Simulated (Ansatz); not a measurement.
# ClH₃OS₂Si: small, medium and large basis sets

One table from this session's results is given with a row withheld; the runs are named, their logs left out.

Method: one geometry, several basis sets; program: Ansatz 0.2.0, Gaussian basis.

The runs, in order: PBE0-D4/def2-SVP; ωB97M-V/def2-SVP; PBE0-D4/def2-QZVPP; ωB97M-V/def2-QZVPP; the functionals' def2-TZVPP values are taken from earlier runs.

## The relaxed structure

An earlier PBE0-D4 in a triple-zeta def2 set relaxation fixed the geometry.

SMILES `O[Si](S)(S)Cl`, 8 atoms, charge 0, spin multiplicity 1.

Atoms are counted from 1 here; the program's logs count them from 0.

Bond lengths: O1–Si2 1.628 Å, O1–H6 0.960 Å, Si2–S3 2.111 Å, Si2–S4 2.121 Å, Si2–Cl5 2.051 Å, S3–H7 1.344 Å, S4–H8 1.345 Å. Angles: Si2–O1–H6 117.5°, O1–Si2–S3 102.2°, O1–Si2–S4 114.6°, O1–Si2–Cl5 110.7°, S3–Si2–S4 114.1°, S3–Si2–Cl5 113.2°, S4–Si2–Cl5 102.5°, Si2–S3–H7 92.7°, Si2–S4–H8 93.0°.

Set-up of the first run:

File in.yaml:

```yaml
crystal:
  periodic: [false, false, false]
  atoms:
    - {symbol: O, position_ang: [-0.852550, 1.199570, 0.861010]}
    - {symbol: Si, position_ang: [-0.010431, 0.282667, -0.187846]}
    - {symbol: S, position_ang: [1.905450, 0.239989, 0.697792]}
    - {symbol: S, position_ang: [-0.841506, -1.635200, -0.547822]}
    - {symbol: Cl, position_ang: [-0.019642, 1.126988, -2.057166]}
    - {symbol: H, position_ang: [-1.765898, 1.397079, 0.642896]}
    - {symbol: H, position_ang: [2.368176, -0.648880, -0.197576]}
    - {symbol: H, position_ang: [-0.691500, -2.019312, 0.732811]}
basis:
  gaussian: {orbitals: def2-SVP}
hamiltonian: {xc: pbe0, dispersion: d4}
output: {orbitals: {seedname: orbitals}}
```

Among the steps run: PBE0-D4 in def2-SVP; ωB97M-V in def2-SVP; PBE0-D4 in def2-QZVPP; ωB97M-V in def2-QZVPP.

One of the session's tables, all rows but one given; the rest of the session is left out.

It belongs to the step «Functionals by basis». 

| functional | basis | HOMO (eV) | LUMO (eV) |
| --- | --- | --- | --- |
| PBE0-D4 | def2-SVP | -7.58 | 0.32 |
| PBE0-D4 | def2-TZVPP | -7.69 | -0.17 |
| PBE0-D4 | def2-QZVPP | ? | ? |
| ωB97M-V | def2-SVP | -9.71 | 2.41 |
| ωB97M-V | def2-TZVPP | -9.85 | 1.74 |
| ωB97M-V | def2-QZVPP | -9.89 | 1.20 |

Estimate the missing values for PBE0-D4, def2-QZVPP.

The run gave: HOMO (eV): -7.73; LUMO (eV): -0.31. In the column «HOMO (eV)» it lies between ωB97M-V, def2-SVP (-9.71) and PBE0-D4, def2-TZVPP (-7.69).
